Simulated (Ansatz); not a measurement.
# C2H6FNSi: the cost of one run

The runs use Ansatz 0.2.0, Gaussian basis; the settings change from run to run.

## Step 1: The relaxed structure

The structure was relaxed beforehand with PBE0-D4 in a triple-zeta def2 set.

SMILES `C[C@@H]1N[Si@@H]1F`, 11 atoms, charge 0, spin multiplicity 1.

Atoms are counted from 1 here; the program's logs count them from 0.

Bond lengths: C1–C2 1.505 Å, C1–H6 1.095 Å, C1–H7 1.091 Å, C1–H8 1.093 Å, C2–N3 1.513 Å, C2–Si4 1.822 Å, C2–H9 1.093 Å, N3–Si4 1.682 Å, N3–H10 1.007 Å, Si4–F5 1.590 Å, Si4–H11 1.475 Å. Angles: C2–C1–H6 111.0°, C2–C1–H7 111.2°, C2–C1–H8 110.5°, H6–C1–H7 107.8°, H6–C1–H8 108.0°, H7–C1–H8 108.2°, C1–C2–N3 115.6°, C1–C2–Si4 127.2°, C1–C2–H9 113.0°, N3–C2–Si4 59.7°, N3–C2–H9 114.3°, Si4–C2–H9 115.5°, C2–N3–Si4 69.3°, C2–N3–H10 120.3°, Si4–N3–H10 134.9°, C2–Si4–N3 51.0°, C2–Si4–F5 124.0°, C2–Si4–H11 124.5° and more.

## Step 2: B2GP-PLYP/6-31++G**

Set apart from the defaults: charge -1, multiplicity 2.

Input file in.yaml:

```yaml
crystal:
  periodic: [false, false, false]
  atoms:
    - {symbol: C, position_ang: [-1.144523, 0.480075, 0.867641]}
    - {symbol: C, position_ang: [0.036496, -0.330138, 0.406280]}
    - {symbol: N, position_ang: [1.220740, 0.468144, -0.093342]}
    - {symbol: Si, position_ang: [0.628656, -0.538156, -1.304368]}
    - {symbol: F, position_ang: [-0.048107, 0.149051, -2.568063]}
    - {symbol: H, position_ang: [-0.932522, 0.973997, 1.821688]}
    - {symbol: H, position_ang: [-1.399867, 1.253277, 0.140797]}
    - {symbol: H, position_ang: [-2.018839, -0.161320, 1.006452]}
    - {symbol: H, position_ang: [0.297689, -1.136859, 1.096706]}
    - {symbol: H, position_ang: [2.070480, 0.507447, 0.444967]}
    - {symbol: H, position_ang: [1.355096, -1.722517, -1.798059]}
basis:
  gaussian: {orbitals: "6-31++G**"}
total_charge: -1
magnetization: {spin_polarized: true, initial_magnetization: 1}
hamiltonian: {xc: {name: B2GP-PLYP}}
output: {forces: true}
```

Run with:

```
ansatz run in.yaml --threads 4 --pin off --events-out ev --progress --plain --max-ram 10444MiB
```

**Question.** How long does this run take on 4 threads of Arm Neoverse V1, shared host, and how much memory does it need?

About 20 s, with a peak of 0.82 GiB.
